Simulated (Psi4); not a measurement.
# CH3Cu (SMILES [CH3][Cu]): levels of theory compared

We compute a comparison of 6 runs (HF/def2-SVP, HF/6-31G**, PBE0/def2-SVP, SVWN5/cc-pVDZ, MP2/pcseg-2, CISD/pcseg-0) of CH3Cu. 

The results are computed with Psi4 1.11.

1 further run of the same task is left out (it didn't finish).

## 1. The molecule

CH3Cu has 5 atoms, charge 0, and is taken as a singlet. As SMILES, `[CH3][Cu]`. The shape is that of a PBE0-D4/def2-TZVP optimisation.

Bond lengths: C1–Cu2 1.901 Å, C1–H3 1.091 Å, C1–H4 1.091 Å, C1–H5 1.091 Å. Angles: Cu2–C1–H3 108.7°, Cu2–C1–H4 108.7°, Cu2–C1–H5 108.7°, H3–C1–H4 110.2°, H3–C1–H5 110.2°, H4–C1–H5 110.2°.

## 2. Energy and forces at HF/def2-SVP (run 1)

Contents of ch3cu.in:

```
memory 1600 MB

molecule geom {
  0 1
  C     -0.28440378    -0.02116493    -0.12056453
  Cu     3.10935537    -0.09618706     1.05333334
  H     -1.32035164    -1.57867720     0.74833155
  H     -0.28005741    -0.22563330    -2.17280710
  H     -1.13024520     1.78238968     0.41366105
  units au
  symmetry c1
}

set reference rhf
set puream true
set e_convergence 1e-09
set d_convergence 1e-08
set scf_type pk

gradient("hf/def2-SVP")
print_variables()
```

Command:

```bash
$ psi4 -i ch3cu.in -o ch3cu.out -n 1
```

ch3cu.out:

```text
[...]
  Running in c1 symmetry.
[...]
  Nuclear repulsion =   76.642778412937076
[...]
  Multiplicity = 1
[...]
  Nalpha       = 19
  Nbeta        = 19
[...]
    Number of basis functions: 60
[...]
   @RHF iter   1: -1676.50354164073678   -2.11698e+00   3.27225e-02 ADIIS/DIIS
[...]
   @RHF iter  14: -1678.24485862377242   -2.31921e-11   6.67694e-09 DIIS
[...]
    Orbital Energies [Eh]
    ---------------------
    Doubly Occupied:
       1A   -328.773039     2A    -40.813490     3A    -35.623502
       4A    -35.623502     5A    -35.622050     6A    -11.165005
       7A     -5.003643     8A     -3.319103     9A     -3.314229
      10A     -3.314228    11A     -0.853679    12A     -0.521516
      13A     -0.521501    14A     -0.479925    15A     -0.479925
      16A     -0.473773    17A     -0.460380    18A     -0.460370
      19A     -0.300129
[...]
  @RHF Final Energy: -1678.24485862377242
   => Energetics <=
    Nuclear Repulsion Energy =             76.6427784129370764
    One-Electron Energy =               -2495.5292966196402631
    Two-Electron Energy =                 740.6416595829308562
    Total Energy =                      -1678.2448586237724157
[...]
 Multipole Moments:
 ------------------------------------------------------------------------------------
     Multipole            Electronic (a.u.)      Nuclear  (a.u.)        Total (a.u.)
 ------------------------------------------------------------------------------------
 L = 1.  Multiply by 2.5417464519 to convert [e a0] to [Debye]
 Dipole X            :          8.0033297           -6.6445977            1.3587320
 Dipole Y            :         -0.1769379            0.1469212           -0.0300167
 Dipole Z            :          2.7682054           -2.2982148            0.4699906
 Magnitude           :                                                    1.4380350
[...]
  -Total Gradient:
     Atom            X                  Y                   Z
    ------   -----------------  -----------------  -----------------
       1        0.013628075894    -0.000285438638     0.004676794955
       2       -0.025306661633     0.000559769240    -0.008753083983
       3        0.003715931693    -0.000737213619     0.001805409157
       4        0.004154506022    -0.000167284019     0.000619452747
       5        0.003808148069     0.000630167037     0.001651427140
[...]
```

Wall time 1.7 s (1 thread of AMD EPYC 9R45 (Zen 5), shared host); peak memory 0.23 GiB.

## 3. Energy and forces at HF/6-31G(d,p) (spherical functions) (run 2)

Contents of input.in:

```
memory 1.6 GB

molecule m {
  C     -0.150500    -0.011200    -0.063800
  Cu     1.645400    -0.050900     0.557400
  H     -0.698700    -0.835400     0.396000
  H     -0.148200    -0.119400    -1.149800
  H     -0.598100     0.943200     0.218900
  symmetry c1
  no_reorient
  no_com
}

set {
  basis 6-31G**
  puream true
  e_convergence 1e-09
  d_convergence 1e-08
  scf_type pk
}

E, wfn = gradient('scf', return_wfn=True)
oeprop(wfn, 'MAYER_INDICES', 'DIPOLE', 'QUADRUPOLE', title='SCF')
print_variables()
```

Command:

```bash
$ psi4 input.in input.out -n 1
```

input.out:

```text
[...]
  Running in c1 symmetry.
[...]
  Nuclear repulsion =   76.642778435516746
[...]
  Multiplicity = 1
[...]
  Nalpha       = 19
  Nbeta        = 19
[...]
    Number of basis functions: 63
[...]
   @RHF iter   1: -1676.12684349757569   -1.57821e+00   4.52471e-02 ADIIS/DIIS
[...]
   @RHF iter  15: -1678.19117351911791   -4.54747e-12   5.56117e-09 DIIS
[...]
    Orbital Energies [Eh]
    ---------------------
    Doubly Occupied:
       1A   -328.717655     2A    -40.779168     3A    -35.579516
       4A    -35.577314     5A    -35.577314     6A    -11.161100
       7A     -4.972164     8A     -3.289566     9A     -3.280325
      10A     -3.280325    11A     -0.866276    12A     -0.512552
      13A     -0.512532    14A     -0.433432    15A     -0.433431
      16A     -0.431280    17A     -0.431276    18A     -0.406206
      19A     -0.288665
[...]
  @RHF Final Energy: -1678.19117351911791
   => Energetics <=
    Nuclear Repulsion Energy =             76.6427784355167461
    One-Electron Energy =               -2496.6077096951030398
    Two-Electron Energy =                 741.7737577404681133
    Total Energy =                      -1678.1911735191179105
[...]
  -Total Gradient:
     Atom            X                  Y                   Z
    ------   -----------------  -----------------  -----------------
       1       -0.014004045968     0.000324220759    -0.004879562144
       2        0.000886697105    -0.000019126357     0.000307156408
       3        0.003116629259    -0.004881541445     0.004826326215
       4        0.006292088327    -0.000752409944    -0.004046268754
       5        0.003708631402     0.005328856989     0.003792348280
[...]
 Multipole Moments:
 ------------------------------------------------------------------------------------
     Multipole            Electronic (a.u.)      Nuclear  (a.u.)        Total (a.u.)
 ------------------------------------------------------------------------------------
 L = 1.  Multiply by 2.5417464519 to convert [e a0] to [Debye]
 Dipole X            :        -84.4564427           85.7342287            1.2777860
 Dipole Y            :          2.9101058           -2.9383352           -0.0282294
 Dipole Z            :        -28.3704705           28.8124653            0.4419947
 Magnitude           :                                                    1.3523658
 L = 2.  Multiply by 1.3450342976 to convert [e a0^2] to [Debye ang]
 Quadrupole XX       :       -292.9786311          283.9591610           -9.0194701
 Quadrupole XY       :          8.3326961           -8.5041345           -0.1714384
[...]
```

It took 2.3 s on 1 thread of AMD EPYC 9R45 (Zen 5), shared host; peak memory 0.24 GiB.

Run 3 isn't shown in full; the table further down has it.

## 4. Energy and forces at SVWN5/cc-pVDZ (run 4)

Contents of input.in:

```
memory 1.6 GB

molecule m {
  0 1
  C
  Cu 1 r2
  H 1 r3 2 a3
  H 1 r4 3 a4 2 d4
  H 1 r5 4 a5 3 d5

  r2 = 1.900716
  r3 = 1.091442
  a3 = 108.73049
  r4 = 1.091379
  a4 = 110.20585
  d4 = 119.08742
  r5 = 1.091396
  a5 = 110.20071
  d5 = -121.83126
  symmetry c1
  no_reorient
  no_com
}

set globals {
  basis cc-pVDZ
  reference rks
  puream true
  e_convergence 1e-09
  d_convergence 1e-08
  scf_type pk
  dft_radial_points 99
  dft_spherical_points 590
}

gradient('scf', dft_functional={"name": "SVWN5", "x_functionals": {"LDA_X": {}}, "c_functionals": {"LDA_C_VWN": {}}})
print_variables()
```

Command:

```bash
$ psi4 input.in input.out -n 1
```

input.out:

```text
[...]
  Running in c1 symmetry.
[...]
  Nuclear repulsion =   76.642784700113012
[...]
  Multiplicity = 1
[...]
  Nalpha       = 19
  Nbeta        = 19
[...]
    Number of basis functions: 72
[...]
   @RKS iter   1: -1673.80510366160524    1.16113e+00   5.89721e-02 ADIIS/DIIS
[...]
   @RKS iter  14: -1677.30868717675094   -5.00222e-12   9.05752e-09 DIIS
[...]
    Orbital Energies [Eh]
    ---------------------
    Doubly Occupied:
       1A   -320.815843     2A    -38.185723     3A    -33.531997
       4A    -33.527147     5A    -33.527147     6A     -9.766236
       7A     -4.071365     8A     -2.629731     9A     -2.617911
      10A     -2.617911    11A     -0.595987    12A     -0.344296
      13A     -0.344279    14A     -0.276064    15A     -0.210478
      16A     -0.210477    17A     -0.206414    18A     -0.206414
      19A     -0.194139
[...]
  @RKS Final Energy: -1677.30868717675094
   => Energetics <=
    Nuclear Repulsion Energy =             76.6427847001130118
    One-Electron Energy =               -2492.4257703189250606
    Two-Electron Energy =                 808.9799094068534941
    DFT Exchange-Correlation Energy =     -70.5056109647927087
    Empirical Dispersion Energy =           0.0000000000000000
    VV10 Nonlocal Energy =                  0.0000000000000000
    Total Energy =                      -1677.3086871767509365
[...]
 Multipole Moments:
 ------------------------------------------------------------------------------------
     Multipole            Electronic (a.u.)      Nuclear  (a.u.)        Total (a.u.)
 ------------------------------------------------------------------------------------
 L = 1.  Multiply by 2.5417464519 to convert [e a0] to [Debye]
 Dipole X            :         -0.0001088            0.0001328            0.0000240
 Dipole Y            :         -0.0000506            0.0000514            0.0000008
 Dipole Z            :          7.4625608           -7.0323571            0.4302037
 Magnitude           :                                                    0.4302037
[...]
  -Total Gradient:
     Atom            X                  Y                   Z
    ------   -----------------  -----------------  -----------------
       1       -0.000015751382    -0.000033908975    -0.022327438042
       2        0.000000437699     0.000000018279     0.015759035149
       3        0.000006903007    -0.012617085246     0.002181926602
       4        0.010962789489     0.006325447033     0.002196356299
       5       -0.010954396857     0.006325492998     0.002190519050
[...]
```

It took 94 s on 1 thread of AMD EPYC 9R45 (Zen 5), shared host; peak memory 1.4 GiB.

Run 5 isn't shown in full; the table further down has it.

## 5. The energy at CISD/pcseg-0 (ZORA) (run 6)

Contents of input.inp:

```
memory 1600 mb

molecule mol {
  0 1
  C     -0.150500    -0.011200    -0.063800
  Cu     1.645400    -0.050900     0.557400
  H     -0.698700    -0.835400     0.396000
  H     -0.148200    -0.119400    -1.149800
  H     -0.598100     0.943200     0.218900
  no_reorient
  no_com
}

set globals {
  scf_type pk
  relativistic zora
}

energy("cisd/pcseg-0")
print_variables()
```

Command:

```bash
$ psi4 -n 1 input.inp input.out
```

input.out:

```text
[...]
  Running in c1 symmetry.
[...]
  Nuclear repulsion =   76.642778435516746
[...]
  Multiplicity = 1
[...]
  Nalpha       = 19
  Nbeta        = 19
[...]
    Number of basis functions: 39
[...]
   @RHF iter   1: -1693.05302483879404   -1.91323e+00   7.28218e-02 DIIS/ADIIS
[...]
   @RHF iter  15: -1695.19350956735320    9.09495e-13   5.01612e-09 DIIS
[...]
    Orbital Energies [Eh]
    ---------------------
    Doubly Occupied:
       1A   -336.038418     2A    -41.717496     3A    -36.213720
       4A    -36.213548     5A    -36.213548     6A    -11.179421
       7A     -5.095851     8A     -3.100091     9A     -3.080686
      10A     -3.080686    11A     -0.870922    12A     -0.524167
      13A     -0.524148    14A     -0.459220    15A     -0.459220
      16A     -0.452135    17A     -0.452129    18A     -0.439860
      19A     -0.301948
[...]
  @RHF Final Energy: -1695.19350956735320
   => Energetics <=
    Nuclear Repulsion Energy =             76.6427784355167461
    One-Electron Energy =               -2510.8381498333983473
    Two-Electron Energy =                 739.0018618305282416
    Total Energy =                      -1695.1935095673532032
[...]
 Multipole Moments:
 ------------------------------------------------------------------------------------
     Multipole            Electronic (a.u.)      Nuclear  (a.u.)        Total (a.u.)
 ------------------------------------------------------------------------------------
 L = 1.  Multiply by 2.5417464519 to convert [e a0] to [Debye]
 Dipole X            :        -84.6043803           85.7342287            1.1298484
 Dipole Y            :          2.9133841           -2.9383352           -0.0249511
 Dipole Z            :        -28.4216392           28.8124653            0.3908260
 Magnitude           :                                                    1.1957947
[...]
      * SCS-MP2 total energy:                -1695.618440853976
[...]
      * MP2 total energy:                    -1695.654263822185
[...]
      * CISD total energy:                   -1695.562978366224
[...]
```

Wall time 4.2 s (1 thread of AMD EPYC 9R45 (Zen 5), shared host); peak memory 0.34 GiB.

## 6. Overview of the runs

```
run                             level         integration grid      task   energy (Eh)  dipole moment (D)  HOMO energy (eV)  LUMO energy (eV)  wall time
  1                       HF/def2-SVP                        –  gradient  -1678.244859               3.66             -8.17              0.89      1.7 s
  2  HF/6-31G** (spherical functions)                        –  gradient  -1678.191174               3.44             -7.85              1.00      2.3 s
  3                     PBE0/def2-SVP  99 radial × 590 angular  gradient  -1679.834847               2.22             -5.85             -1.37        6 s
  4                     SVWN5/cc-pVDZ  99 radial × 590 angular  gradient  -1677.308687               1.09             -5.28             -2.77       94 s
  5                       MP2/pcseg-2                        –    energy  -1679.488640                  –             -8.35              1.10      8.4 s
  6               CISD/pcseg-0 (ZORA)                        –    energy  -1695.562978                  –             -8.22              1.81      4.2 s
```

## 7. Summary of results

```
                                    quantity           value
                         run 6: total energy  -1695.56298 Eh
  run 6: HOMO energy (Hartree–Fock orbitals)        -8.22 eV
  run 6: LUMO energy (Hartree–Fock orbitals)         1.81 eV
run 6: HOMO–LUMO gap (Hartree–Fock orbitals)        10.03 eV
                   run 6: correlation energy      -369.5 mEh
```

Over runs 1, 2, 3, 4 the dipole moment (its size) runs from 1.09 D (SVWN5/cc-pVDZ) to 3.66 D (HF/def2-SVP). The two ends differ in method and basis. Over runs 1, 2, 3, 4 the HOMO–LUMO gap runs from 2.51 eV (SVWN5/cc-pVDZ) to 9.06 eV (HF/def2-SVP). Totals of different functionals can't be ranked against each other. Some runs of one species differ in core potentials or relativity; totals across that change don't compare. All runs together took 1.9 min, the longest 94 s.
